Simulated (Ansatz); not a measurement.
# Ta (Im-3m): equation of state with a fit, by script

Where is the equilibrium volume of Ta (Im-3m), and how stiff is it? The task is an equation of state with a fit, for Ta (Im-3m).

Program: the Python package of Ansatz 0.2.0. Level of theory: DFT PBE, plane waves, PAW. These are calculated values, not measurements.

### Step 1. Starting point

Symmetry: Im-3m, No. 229, cubic system. Conventional cell: a = 3.303 Å, b = 3.303 Å, c = 3.303 Å, α = 90.00°, β = 90.00°, γ = 90.00°. Around Ta (site symmetry m-3m) lie 8 Ta at 2.86 Å.

No structure file is read: the coordinates are typed or built in the script.

### Step 2. The code

The input, ta_eos.py:

```python
'''Bulk modulus of Ta from an E(V) curve.'''

import ansatz as az
from ase.eos import EquationOfState
from ase.units import GPa
import numpy as np

vectors0 = np.array([
    [-1.65128, 1.65128, 1.65128],
    [1.65128, -1.65128, 1.65128],
    [1.65128, 1.65128, -1.65128],
])
sites = [
    ('Ta', [0.0, 0.0, 0.0]),
]


def make_crystal(cell):
    crystal = az.Crystal(lattice=az.Lattice.of(cell))
    for symbol, position in sites:
        crystal = crystal.atom(symbol, position)
    return crystal


def main() -> None:
    # scale the volume, keep shape and fractions
    volumes, energies = [], []
    for scale in np.linspace(0.88, 1.12, 7):
        cell = vectors0 * scale ** (1 / 3)
        calculation = (
            make_crystal(cell).calculation()
            .functional('pbe')
            .pseudopotentials('paw')
            .basis(420)  # cutoff of the orbital basis
            .occupations(az.OccupationsMethod.FERMI_DIRAC)  # smearing steadies the SCF of a metal
            .kpoints(14, 14, 14)
        )
        r = calculation.run(threads=1, backend='cpu').report
        volumes.append(abs(np.linalg.det(cell)) / len(sites))
        energies.append(r['free_energy_ev'] / len(sites))
        print(f'V = {volumes[-1]:8.4f} A^3/atom  F = {energies[-1]:.5f} eV/atom')

    eos = EquationOfState(volumes, energies, eos='birchmurnaghan')
    v0, e0, bulk = eos.fit()
    print(f'V0 = {v0:.4f} A^3/atom, E0 = {e0:.5f} eV/atom, B = {bulk / GPa:.1f} GPa')
    eos.plot('eos.png')


if __name__ == '__main__':
    main()
```

### Step 3. The calls as engine input

The package turns the script's settings into the engine's input (first run):

```yaml
crystal:
  lattice:
    - [-1.582395156314127, 1.582395156314127, 1.582395156314127]
    - [1.582395156314127, -1.582395156314127, 1.582395156314127]
    - [1.582395156314127, 1.582395156314127, -1.582395156314127]
  atoms:
    - { symbol: Ta, position: [0.0, 0.0, 0.0] }
basis:
  ecutwfc: 420.0
kpoints:
  mp_grid:
    grid: [14, 14, 14]
hamiltonian:
  xc: pbe
  pseudopotentials:
    kind: paw
scf:
  occupations:
    method: fermi_dirac
```

### Step 4. Launch

Launch:

```sh
> python ta_eos.py
```

**Question.** Where does the minimum lie against the volume typed, and how stiff is the crystal?

**Answer**, as computed:

| quantity | value |
| --- | --- |
| runs compared | 7 |
| range of energy | 250.17 meV/atom |
| lowest point, volume (Å³/atom) | 18.010 |
| equilibrium volume (fit) | 18.29 Å³/atom |
| bulk modulus (fit) | 197 GPa |

What this shows: A third-order Birch-Murnaghan fit through the 7 points has its minimum at 18.29 Å³ an atom, 1.6 % above the typed cell, with a bulk modulus of 197 GPa. From that minimum the energy rises by 252.8 meV an atom on the compressed side and 100.8 meV on the expanded side. Spin is left out of this run. Spin-orbit coupling, which matters for elements this heavy, is left out.
